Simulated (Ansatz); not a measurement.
Task: a ladder of methods at one geometry of FH2NSiZn, SMILES F[SiH]1[NH][Zn]1, with the Ansatz DFT code, driven from Python. Give the script and its output. Use (for the species named): PBE0, def2-SVP basis, multiplicity 1. The script varies functional: pbe0, b3lyp, cam_b3lyp, hf, lc_wpbe, hse06.

```xyz
6

F     0.2351    1.1917   -1.2634
Si    0.0865   -0.3631   -0.7430
N    -0.2901   -0.3822    0.9986
Zn   -1.9287    0.4797    0.4905
H     1.3704   -1.0481   -1.0161
H     0.5689    0.0580    1.4871
```

Script `methods_fh2nsizn.py`:
```python
from pathlib import Path

import ansatz as az
from ase import Atoms
import numpy as np


def main() -> None:
    atoms = Atoms(['F', 'Si', 'N', 'Zn', 'H', 'H'], positions=[
        (0.2351, 1.1917, -1.2634),
        (0.0865, -0.3631, -0.743),
        (-0.2901, -0.3822, 0.9986),
        (-1.9287, 0.4797, 0.4905),
        (1.3704, -1.0481, -1.0161),
        (0.5689, 0.058, 1.4871),
    ])
    fh2nsizn = az.Crystal.molecule_from_ase(atoms)

    job = fh2nsizn.calculation().basis(gaussian='def2-SVP')

    print('functional    E (Ha)        dipole (D)   HOMO (eV)  LUMO (eV)')
    for name in ['pbe0', 'b3lyp', 'cam_b3lyp', 'hf', 'lc_wpbe', 'hse06']:
        summary = job.functional(name).forces().orbitals().run(threads=1, runs_dir='runs').report
        lines = Path(summary['orbitals_path']).read_text().splitlines()
        field_of = lambda key: [line.split('=')[1].strip() for line in lines if line.startswith(key)]
        orbitals = [(27.211386 * float(e), s, float(n)) for e, s, n in zip(field_of('Ene='), field_of('Spin='), field_of('Occup='))]
        homo = max(e for e, _, n in orbitals if n > 0.5)
        lumo = min(e for e, _, n in orbitals if n < 0.5)
        dipole = 4.803205 * np.linalg.norm(summary['charge_distribution']['dipole_moment_e_ang'])
        print(f'{name:10s} {summary["free_energy_ev"] / 27.211386246:14.6f} {dipole:9.3f} {homo:11.3f} {lumo:10.3f}')


if __name__ == '__main__':
    main()
```

```console
$ python methods_fh2nsizn.py
functional    E (Ha)        dipole (D)   HOMO (eV)  LUMO (eV)
pbe0         -2223.653804     2.157      -5.454     -3.322
b3lyp        -2224.250996     1.834      -5.357     -3.531
cam_b3lyp    -2224.240412     1.963      -6.524     -2.454
hf           -2221.268097     3.132      -6.948     -0.764
lc_wpbe      -2223.739029     2.621      -7.442     -1.469
hse06        -2223.640327     2.163      -5.073     -3.678
```

Caveats:
- Total energies depend on the basis set; only differences at equal settings carry meaning.
- The geometry is a force-field or estimated start, not a minimum of this method, and the basis set is short of its limit. A lower total doesn't mark the better method: functionals have no common bound, and MP2 and coupled cluster aren't variational.
- b3lyp holds the VWN-RPA fit, as in Gaussian; the form of ORCA and Turbomole is b3lyp5.
- Levels such as HOMO and LUMO are orbital energies: with these approximate functionals they aren't the ionisation energy and electron affinity, and their gap isn't the fundamental gap.
- hse06 follows the composition of plane-wave codes, whose totals differ by tens of mHa, up to about 0.1 Ha, from the form usual in Gaussian-basis programs (wpbeh).
- It ran for 19 s on 1 thread of Arm Neoverse V2, on a shared host, peak memory 0.27 GiB.
